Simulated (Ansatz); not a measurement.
# C₂H₇As: one species, many methods

The task here is to estimate one member of a computed series from the others.

Computed with Ansatz 0.2.0, Gaussian basis. Level: functionals in def2-TZVPP, the program's frozen cores in correlated methods.

Levels to be run: LDA (SPW92), PBE-D4, revPBE-D4, BLYP-D4, r2SCAN-D4, B97M-V, PBE0-D4, B3LYP-D4, r2SCANh-D4, r2SCAN0-D4, HSE06-D4, BHLYP-D4, CAM-B3LYP-D4, LC-ωPBE, ωB97X-V, ωB97M-V, B2PLYP, PBE-QIDH; CCSD(T)/def2-SVP; CCSD(T)/def2-TZVPP; MP2/def2-QZVPP; extrapolation to the limit; RPA on PBE.

### The geometry

All runs share one geometry, relaxed beforehand with PBE0-D4 in a triple-zeta def2 set.

SMILES `C[AsH]C`, 10 atoms, charge 0, spin multiplicity 1.

Atoms are counted from 1 here; the program's logs count them from 0.

Bond lengths: C1–As2 1.968 Å, C1–H4 1.091 Å, C1–H5 1.090 Å, C1–H6 1.090 Å, As2–C3 1.968 Å, As2–H7 1.527 Å, C3–H8 1.091 Å, C3–H9 1.090 Å, C3–H10 1.090 Å. Angles: As2–C1–H4 108.5°, As2–C1–H5 109.3°, As2–C1–H6 111.9°, H4–C1–H5 108.4°, H4–C1–H6 109.3°, H5–C1–H6 109.5°, C1–As2–C3 97.5°, C1–As2–H7 95.3°, C3–As2–H7 95.3°, As2–C3–H8 108.5°, As2–C3–H9 109.3°, As2–C3–H10 111.9°, H8–C3–H9 108.4°, H8–C3–H10 109.3°, H9–C3–H10 109.5°.

The first run:

File in.yaml:

```yaml
crystal:
  periodic: [false, false, false]
  atoms:
    - {symbol: C, position_ang: [-1.010151, 0.754100, -0.784834]}
    - {symbol: As, position_ang: [0.477562, -0.526234, -0.933386]}
    - {symbol: C, position_ang: [0.706299, -0.879294, 0.989542]}
    - {symbol: H, position_ang: [-1.916786, 0.203216, -0.530477]}
    - {symbol: H, position_ang: [-1.163235, 1.241118, -1.748371]}
    - {symbol: H, position_ang: [-0.821043, 1.509338, -0.022091]}
    - {symbol: H, position_ang: [1.571422, 0.535805, -1.013727]}
    - {symbol: H, position_ang: [-0.119197, -1.507784, 1.326736]}
    - {symbol: H, position_ang: [1.638324, -1.422932, 1.147075]}
    - {symbol: H, position_ang: [0.720007, 0.041567, 1.572433]}
basis:
  gaussian: {orbitals: def2-TZVPP}
hamiltonian: {xc: lda}
output: {orbitals: {seedname: orbitals}}
```

Among the steps run: LDA; PBE-D4 (GGA); revPBE-D4 (GGA); BLYP-D4 (GGA); r2SCAN-D4 (meta-GGA); B97M-V (meta-GGA); PBE0-D4 (hybrid); B3LYP-D4 (hybrid); r2SCANh-D4 (hybrid); r2SCAN0-D4 (hybrid); HSE06-D4 (hybrid); BHLYP-D4 (hybrid); CAM-B3LYP-D4 (range-separated); LC-ωPBE-D4 (range-separated; the results give it without D4); ωB97X-V (range-separated); ωB97M-V (range-separated); B2PLYP (double hybrid); PBE-QIDH (double hybrid).

One of the session's tables, all rows but one given; the rest of the session is left out.

It belongs to the step «Orbital energies across the functionals». 

```
  functional  HOMO (eV)  LUMO (eV)  gap (eV)
 LDA (SPW92)      -5.79      -0.29      5.50
      PBE-D4      -5.68      -0.12      5.55
   revPBE-D4      -5.63      -0.04      5.59
     BLYP-D4      -5.56      -0.09      5.47
   r2SCAN-D4      -5.92       0.30      6.22
      B97M-V      -5.97       0.02      6.00
     PBE0-D4          ?          ?         ?
    B3LYP-D4      -6.59       0.38      6.98
  r2SCANh-D4      -6.32       0.57      6.89
  r2SCAN0-D4      -6.93       0.96      7.89
    HSE06-D4      -6.37       0.30      6.67
    BHLYP-D4      -7.76       1.37      9.13
CAM-B3LYP-D4      -8.08       1.53      9.61
     LC-ωPBE      -9.38       2.77     12.15
     ωB97X-V      -9.04       2.59     11.63
     ωB97M-V      -8.94       2.27     11.20
```

**Question.** Estimate the row for PBE0-D4.

As computed: HOMO (eV): -6.77; LUMO (eV): 0.68; gap (eV): 7.44. In the column «HOMO (eV)» it lies between r2SCAN0-D4 (-6.93) and B3LYP-D4 (-6.59).
